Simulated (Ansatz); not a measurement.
**CoSi: single point with PBEsol**

The system is CoSi.

```
Co Si
1.0
     4.43800    0.00000    0.00000
     0.00000    4.43800    0.00000
     0.00000    0.00000    4.43800
Co Si
4 4
Direct
  0.86000 0.64000 0.36000
  0.64000 0.36000 0.86000
  0.36000 0.86000 0.64000
  0.14000 0.14000 0.14000
  0.15700 0.34300 0.65700
  0.34300 0.65700 0.15700
  0.65700 0.15700 0.34300
  0.84300 0.84300 0.84300
```

| Item | Value |
| --- | --- |
| Program | Ansatz 0.2.0 |
| Task | single point |
| Functional | PBEsol |
| Potentials or basis | Ansatz PAW |
| Cutoff | 420 eV (not typed: the program's choice for these potentials) |
| k mesh | 5 × 5 × 5 |
| Occupations | fermi-dirac, width 0.05 eV |
| Spin | collinear spin, ferromagnetic start |
| Starting moments | [1.0, 1.0, 1.0, 1.0, 0.0, 0.0, 0.0, 0.0] μB |
| Fixed moment | 4 μB |

```
Pressure        : 0.0 GPa
Largest force   : 0.004 eV/Å
Net moment      : 4.00 μB per cell
Absolute moment : 4.18 μB per cell
Site moments    : Co +0.95; Si +0.02 μB
```

Forces on the atoms (eV/Å):
```
Co  -0.002  0.002 -0.002
Co   0.002 -0.002 -0.002
Co  -0.002 -0.002  0.002
Co   0.002  0.002  0.002
Si  -0.002  0.002 -0.002
Si   0.002 -0.002 -0.002
Si  -0.002 -0.002  0.002
Si   0.002  0.002  0.002
```

Wall time 4.1 s on 4 threads of Arm Neoverse V2, on a shared host, peak memory 0.42 GiB.

Caveat: the total moment is fixed, so each spin has its own Fermi level; the PAW data sets come from PBE, with cores solved anew for the run's functional, which leaves a small shift of forces and pressure; the thresholds are loose for stress.
